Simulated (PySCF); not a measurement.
# Cl2GeH3P: the cost of one run

Method: levels as typed in each script, gas phase, geometry from GFN2-xTB; program: PySCF 2.14.0.

## Step 1: Where the work starts

SMILES `[PH2][GeH]([Cl])[Cl]`, 7 atoms, charge 0, spin multiplicity 1.

Bond lengths: P1–Ge2 2.339 Å, P1–H5 1.391 Å, P1–H6 1.393 Å, Ge2–Cl3 2.126 Å, Ge2–Cl4 2.139 Å, Ge2–H7 1.541 Å. Angles: Ge2–P1–H5 91.6°, Ge2–P1–H6 90.5°, H5–P1–H6 92.4°, P1–Ge2–Cl3 110.7°, P1–Ge2–Cl4 113.3°, P1–Ge2–H7 115.9°, Cl3–Ge2–Cl4 106.1°, Cl3–Ge2–H7 105.2°, Cl4–Ge2–H7 104.8°.

Coordinates:

```xyz
7
Cl2GeH3P
P    -2.2189    0.1245    0.2185
Ge    0.0257    0.0063   -0.4282
Cl    1.1090    1.6784    0.3139
Cl    1.0309   -1.7304    0.3135
H    -2.3542   -1.2579    0.1451
H    -1.8484    0.0753    1.5608
H     0.2878   -0.0049   -1.9466
```

## Step 2: Excited states (CAM-B3LYP/def2-svp)

input.py

```python
import numpy as np
from pyscf import gto, scf, dft, tdscf
from pyscf.scf import atom_ks, atom_hf
from scipy.linalg import block_diag

def solve(mol, dm0=None, hcore=None):
    mf = (dft.UKS if mol.spin else dft.RKS)(mol, xc='camb3lyp')
    mf.grids.level = 3
    mf = mf.density_fit(auxbasis='def2-universal-jkfit')
    mf.conv_tol, mf.max_cycle = 1e-8, 80
    if hcore is not None:
        mf.get_hcore = lambda *args: hcore
    mf.kernel(dm0)
    if not mf.converged:
        mf = mf.newton().run(mf.mo_coeff, mf.mo_occ, max_cycle=30)
    assert mf.converged, 'SCF not converged'
    return mf

mol = gto.M(atom='''
P     -2.21893     0.12453     0.21852
Ge     0.02566     0.00632    -0.42819
Cl     1.10899     1.67843     0.31387
Cl     1.03087    -1.73035     0.31349
H     -2.35417    -1.25786     0.14508
H     -1.84836     0.07528     1.56077
H      0.28782    -0.00485    -1.94661
''', basis='def2-svp', charge=0, spin=0, verbose=4)
mf = solve(mol)
td = mf.TDA()
td.nstates, td.singlet, td.conv_tol = 5, True, 1e-5
td.kernel()
td.analyze()
x, y = np.array([p[0] for p in td.xy]), np.array([p[1] + 0 * p[0] for p in td.xy])
f, mu = td.oscillator_strength(), td.transition_dipole()
nto = [td.get_nto(state=i + 1, verbose=4) for i in range(len(td.e))]
# spherically averaged free atoms, for the promolecule
atm = atom_ks.get_atm_nrks(mol, xc='camb3lyp')
pro = block_diag(*[(atm[a[0]][2] * atm[a[0]][3]) @ atm[a[0]][2].T for a in mol._atom])
np.savez('result.npz', e=td.e, f=f, ok=td.converged, w=[n[0] for n in nto], nto=[n[1] for n in nto], x=x, y=y, c=mf.mo_coeff, occ=mf.mo_occ, eps=mf.mo_energy, pro=pro, mu=mu)
```

Run with:

```sh
$ OMP_NUM_THREADS=1 python input.py
```

**Question.** How long does this run take on 1 thread of Arm Neoverse V2, shared host, and how much memory does it need?

About 3 min, with a peak of 0.6 GiB.
